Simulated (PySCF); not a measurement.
**CH3BFN (SMILES [H]/N=C(\B)F) at 5 levels**

Wanted: a comparison of 5 runs (HF/3-21G, HF/6-31G*, B3LYP/6-31G*, wB97X/6-311G**) of CH3BFN. The job is set up through a Python script.

Program for the calculation: PySCF 2.14.0.

## (1) The structure to begin with

The species is CH3BFN (7 atoms), meant as a singlet with charge 0. SMILES: `[H]/N=C(\B)F`. The shape is that of a PBE0-D4/def2-TZVP optimisation.

Bond lengths: B1–C2 1.561 Å, C2–N3 1.256 Å, C2–F4 1.341 Å, B1–H5 1.191 Å, B1–H6 1.192 Å, N3–H7 1.018 Å. Angles: B1–C2–N3 126.3°, B1–C2–F4 116.4°, N3–C2–F4 117.0°, C2–B1–H5 119.8°, C2–B1–H6 118.6°, C2–N3–H7 110.2°, H5–B1–H6 121.5°.

## (2) Energy and gradient at HF/3-21G (run 1)

Contents of calc.py:

```python
from pyscf import gto, scf

mol = gto.M(
    atom='''
B     -0.350500     0.865300    -0.251700
C      0.571400    -0.355700     0.056300
N      0.197700    -1.487600     0.452000
F      1.864300    -0.223700    -0.274300
H     -0.170600     1.508700    -1.237600
H     -1.272000     1.080800     0.473100
H     -0.779100    -1.455800     0.736500
''',
    max_memory=1860,
    charge=0,
    spin=0,
    basis='3-21g',
    verbose=4,
)

calc0 = scf.RHF(mol)
calc0.conv_tol = 1e-10
calc0.kernel()
if not calc0.converged:
    calc0 = calc0.newton().run(calc0.mo_coeff, calc0.mo_occ)

etot = calc0.e_tot
print('E(%s) = %.9f' % ('HF', etot))
grad = calc0.nuc_grad_method().kernel()
dip = calc0.dip_moment()
pop, q = calc0.mulliken_pop()
```

Run with:

```sh
OMP_NUM_THREADS=1 python calc.py
```

What it wrote:

```text
PySCF version 2.14.0

[... 67 lines left out ...]
converged SCF energy = -216.930269608439
[... 14 lines left out ...]
Dipole moment(X, Y, Z, Debye): -2.87853,  1.81898,  0.23122
[... 50 lines left out ...]
charge of    6H =      0.31077
```

It took 3 s on 1 thread of AMD EPYC (Zen 3), shared host; peak memory 0.12 GiB.

## (3) Energy and forces at HF/6-31G(d) (spherical functions) (run 2)

Contents of input.py:

```python
from pyscf import gto, scf

molecule = gto.Mole()
molecule.atom = '''
B     -0.350500     0.865300    -0.251700
C      0.571400    -0.355700     0.056300
N      0.197700    -1.487600     0.452000
F      1.864300    -0.223700    -0.274300
H     -0.170600     1.508700    -1.237600
H     -1.272000     1.080800     0.473100
H     -0.779100    -1.455800     0.736500
'''
molecule.basis = '6-31g*'
molecule.verbose = 4
molecule.spin = 0
molecule.max_memory = 1860
molecule.build()

hf = scf.RHF(molecule)
hf.conv_tol = 1e-10
hf.kernel()
if not hf.converged:
    hf = hf.newton().run(hf.mo_coeff, hf.mo_occ)

e_final = hf.e_tot
print(f'total energy: {e_final:.8f} hartree')
grad = hf.nuc_grad_method().kernel()
hf.analyze()
```

Run with:

```sh
OMP_NUM_THREADS=1 python input.py
```

What it wrote:

```text
PySCF version 2.14.0

[... 87 lines left out ...]
Two-electron Coulomb Energy =          208.310758778866216
[... 10 lines left out ...]
MO #8   energy= -0.784726450305699 occ= 2
[... 8 lines left out ...]
MO #17  energy= 0.196696030885143  occ= 0
[... 8 lines left out ...]
MO #26  energy= 0.652922564940243  occ= 0
[... 8 lines left out ...]
MO #35  energy= 1.15770309533903   occ= 0
[... 8 lines left out ...]
MO #44  energy= 1.75316700588133   occ= 0
[... 8 lines left out ...]
MO #53  energy= 2.25664788323236   occ= 0
[... 8 lines left out ...]
MO #62  energy= 3.44329024568125   occ= 0
[... 72 lines left out ...]
Dipole moment(X, Y, Z, Debye): -2.51157,  1.87701,  0.14366
```

It took 8.1 s on 1 thread of AMD EPYC (Zen 3), shared host; peak memory 0.13 GiB.

Runs 3 to 4 aren't shown in full; the table further down has their settings and results.

## (4) Energy and forces at wB97X/6-311G(d,p) (run 5)

Contents of job.py:

```python
import pyscf.grad
from pyscf import gto, dft

mol = gto.M(
    atom='''
B     -0.662349     1.635180    -0.475644
C      1.079790    -0.672176     0.106392
N      0.373599    -2.811157     0.854156
F      3.523016    -0.422732    -0.518352
H     -0.322387     2.851030    -2.338725
H     -2.403732     2.042416     0.894029
H     -1.472286    -2.751063     1.391783
''',
    basis='6-311g**',
    verbose=4,
    max_memory=1860,
    charge=0,
    unit='bohr',
    spin=0,
)

mf = dft.RKS(mol)
mf.xc = 'wb97x'
mf.conv_tol = 1e-10
mf.grids.level = 5
mf.kernel()
if not mf.converged:
    mf = mf.newton().run(mf.mo_coeff, mf.mo_occ)

etot = mf.e_tot
print('E(%s) = %.9f' % ('WB97X', etot))
grad = mf.Gradients().kernel()
mf.analyze()
```

Run with:

```sh
OMP_NUM_THREADS=1 python job.py
```

What it wrote:

```text
PySCF version 2.14.0

[... 80 lines left out ...]
converged SCF energy = -219.31010803999
[... 29 lines left out ...]
MO #6   energy= -1.05763091274373  occ= 2
[... 11 lines left out ...]
MO #18  energy= 0.13576696326264   occ= 0
[... 11 lines left out ...]
MO #30  energy= 0.592681316422874  occ= 0
[... 11 lines left out ...]
MO #42  energy= 1.18492208355129   occ= 0
[... 11 lines left out ...]
MO #54  energy= 1.80744910204825   occ= 0
[... 11 lines left out ...]
MO #66  energy= 2.56898751827419   occ= 0
[... 11 lines left out ...]
MO #78  energy= 3.95067447303697   occ= 0
[... 11 lines left out ...]
MO #90  energy= 66.7748492762708   occ= 0
[... 100 lines left out ...]
Dipole moment(X, Y, Z, Debye): -2.25973,  1.55293,  0.18002
```

Wall time 78 s (1 thread of AMD EPYC (Zen 3), shared host); peak memory 0.9 GiB.

## (5) Overview of the runs

| run | level | integration grid | Cartesian functions | energy (Eh) | dipole moment (D) | HOMO energy (eV) | LUMO energy (eV) | wall time |
| --- | --- | --- | --- | --- | --- | --- | --- | --- |
| 1 | HF/3-21G | – | no | -216.930270 | 3.41 | -11.95 | 0.96 | 3 s |
| 2 | HF/6-31G* (spherical functions) | – | no | -218.138530 | 3.14 | -12.10 | 1.21 | 8.1 s |
| 3 | B3LYP/6-31G* (spherical functions) | 5 | no | -219.302672 | 2.43 | -7.95 | -2.76 | 31 s |
| 4 | B3LYP/6-31G* (Cartesian functions) | 5 | yes | -219.306353 | 2.44 | -7.96 | -2.76 | 32 s |
| 5 | wB97X/6-311G** | 5 | no | -219.310108 | 2.75 | -10.91 | -0.50 | 78 s |

## (6) Summary of results

```
                       quantity          value
            run 5: total energy  -219.31011 Eh
           run 5: dipole moment         2.75 D
             run 5: HOMO energy      -10.91 eV
             run 5: LUMO energy       -0.50 eV
           run 5: HOMO–LUMO gap       10.41 eV
run 5: largest force on an atom     0.332 eV/Å
```

**Reading.** The dipole moment (its size) runs from 2.43 D (B3LYP/6-31G*) to 3.41 D (HF/3-21G). The two ends differ in method and basis. The HOMO–LUMO gap runs from 5.19 eV (B3LYP/6-31G*) to 13.31 eV (HF/6-31G*). Exact exchange widens orbital gaps. Totals of different functionals can't be ranked against each other. All runs together took 2.5 min, the longest 78 s.
